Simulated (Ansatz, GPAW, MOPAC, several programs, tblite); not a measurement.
What each method gives for PdOSe (Janus 1T monolayer)

PdOSe (Janus 1T monolayer), relaxed with r2SCAN in Ansatz, was computed with several methods. The sheet's in-plane cell has a = 3.379 Å, b = 3.379 Å (γ = 120.0°), and its outermost atoms lie 2.31 Å apart along the normal. Pd is surrounded by 3 O at 2.16 Å and 3 Se at 2.39 Å; O is surrounded by 3 Pd at 2.16 Å; Se is surrounded by 3 Pd at 2.39 Å. The cell comes from a prototype generator: it can be a known phase or a hypothetical one. Spin polarisation is off.

```
CELL_PARAMETERS angstrom
3.37910 0.00000 0.00000
-1.68955 2.92639 0.00000
0.00000 0.00000 29.35268
ATOMIC_POSITIONS crystal
Pd 0.00000 0.00000 0.31164
O 0.33333 0.66667 0.34342
Se 0.66667 0.33333 0.26478
```
Two periodic directions, a and b.

Gaps and times are for a single point on this cell. Times are rough, from shared hosts (Arm Neoverse V1), and each method has its own mesh and cell size. PM6 (MOPAC) and PM7 (MOPAC): levels, charges or heat of formation failed a check of plausibility, so no values are given. PM6 (MOPAC), PM7 (MOPAC), GFN1-xTB (tblite), GFN2-xTB (tblite) treat a cluster of cells at its zone centre, which samples few k points: where these miss a band edge, the gap comes out too large for that reason alone. Gaps from k meshes are read at a limited set of points (mesh, symmetry points, PBE's band edges), so each method's own least gap may be somewhat smaller. xTB and the PM methods were fitted mostly to molecules, and can miss a solid's gap by electronvolts. Minimal bases can be far off for gaps. GLLB-SC's gap includes the derivative discontinuity. d marks a direct gap, i an indirect one (no mark: not told apart), a dash a value that wasn't computed or didn't pass its checks.

| method | kind | gap (eV) | atoms computed | processor time |
| --- | --- | --- | --- | --- |
| GFN1-xTB (tblite) | tight binding | 0.86 | 27 | 1.1 s |
| GFN2-xTB (tblite) | tight binding | 0.38 | 27 | 1.3 s |
| PM6 (MOPAC) | semi-empirical | – | 27 | 1.4 s |
| light PBE (260 eV and a coarse mesh) | light plane-wave | 0.34 i | 3 | 5.5 s |
| PBE | semilocal | 0.38 i | 3 | 24 s |
| PBE/single zeta (GPAW) | small basis | 0.32 i | 3 | 27 s |
| PM7 (MOPAC) | semi-empirical | – | 27 | 32 s |
| r2SCAN | semilocal | 0.51 i | 3 | 51 s |
| GLLB-SC (GPAW) | model potential | 0.85 | 3 | 96 s |

Against r2SCAN (0.51 eV) and with closed or daggered gaps left aside, the nearest gap at the points sampled is that of PBE (-0.13 eV) and the farthest that of GFN1-xTB (tblite) (+0.35 eV). r2SCAN is only a yardstick of convenience: semilocal gaps usually lie below measured ones, which GLLB-SC and hybrids aim to mend.

The runs are scalar-relativistic, without spin-orbit coupling.
